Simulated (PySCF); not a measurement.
# [LaSF]−: other functionals and bases at one geometry

The task here is to estimate one member of a computed series from the others.

The runs use PySCF 2.14.0; several levels, as the steps say, no spin–orbit coupling.

1 further run of the same task is left out (for a known fault of the program).

## Where the work starts

3 atoms, charge -1, spin multiplicity 1.

Bond lengths: La1–S2 2.663 Å, La1–F3 2.265 Å. Angles: S2–La1–F3 123.2°.

As a file:

```xyz
3
charge -1, multiplicity 1
La   -0.2341    0.0000   -0.3837
S     2.1289    0.0000    0.8451
F    -2.2083    0.0000    0.7259
```

Formal oxidation states: La +2. Each metal's 1 4f electrons lie in its core potential, so multiplicities, spins and levels count the valence alone. For divalent La, Ce, Gd or Lu the extra electron is normally 5d or 6s, so this core forces an excited configuration. An earlier session relaxed this geometry at PBE0, La lcecp-0-SVP with ECP47, S def2-SVP, F def2-SVP (singlet, point group Cs).

At PBE0 on the finer grid: E = -523.809126 Eh, frontier levels not given, since the 4f levels lie in the core, Mulliken charge on La1 +0.22 e, largest force component 0.006 eV/Å. The gap is small, and the closed shell wasn't tested for a lower spin-broken solution. The highest filled level lies above zero; it isn't the detachment energy.

Levels to run: revPBE; r2SCAN; PBE0, TZVP. Hardware: 2 threads of Arm Neoverse V1, shared host.

The first run:

Contents of run.py (the lines that set the calculation):

```python
mol = gto.M(atom='''
La    -0.23415     0.00000    -0.38374
S      2.12886     0.00000     0.84508
F     -2.20825     0.00000     0.72591''',
    basis={'La': 'lcecp-0-SVP', 'S': 'def2-SVP', 'F': 'def2-SVP'},
    ecp={'La': 'lcecp-0-SVP'},
    charge=-1, spin=0)
mf = dft.RKS(mol, xc='PBE_R,PBE')
mf.grids.atom_grid = (75, 302)  # f atoms: unpruned, at least (60, 302)
mf = mf.density_fit()  # fitting sets: La AutoAux, S def2-universal-JKFIT, F def2-universal-JKFIT
mf.conv_tol = 1e-08; mf.max_cycle = 55
mf.kernel(dm0)  # dm0: the density of the relaxed state
```

Run with:

```console
OMP_NUM_THREADS=2 python run.py
```

Among the steps run: revPBE; r2SCAN; PBE0, TZVP.

One of the session's tables, all rows but one given; the rest of the session is left out.

```
              level  charge on La1 (e)  dipole (D)  largest force component (eV/Å)
PBE0 (relaxed here)               0.22        9.83                            0.01
             revPBE                  ?           ?                               ?
             r2SCAN               0.19        9.50                            0.22
         PBE0, TZVP               0.64       10.69                            0.34
```

Estimate the missing values for revPBE.

As computed: charge on La1 (e): 0.08; dipole (D): 8.73; largest force component (eV/Å): 0.34. In the column «charge on La1 (e)» it is the lowest.

The dipole of a charged species depends on the origin, so these sizes hold for this origin alone.

The largest leftover force, 0.34 eV/Å with revPBE, stands at a geometry relaxed at another level. With 4f in the core, its levels are missing from HOMO and gap, and its count is fixed, so no charge can pass from the ligands into it. Total energies of different levels can't be compared.
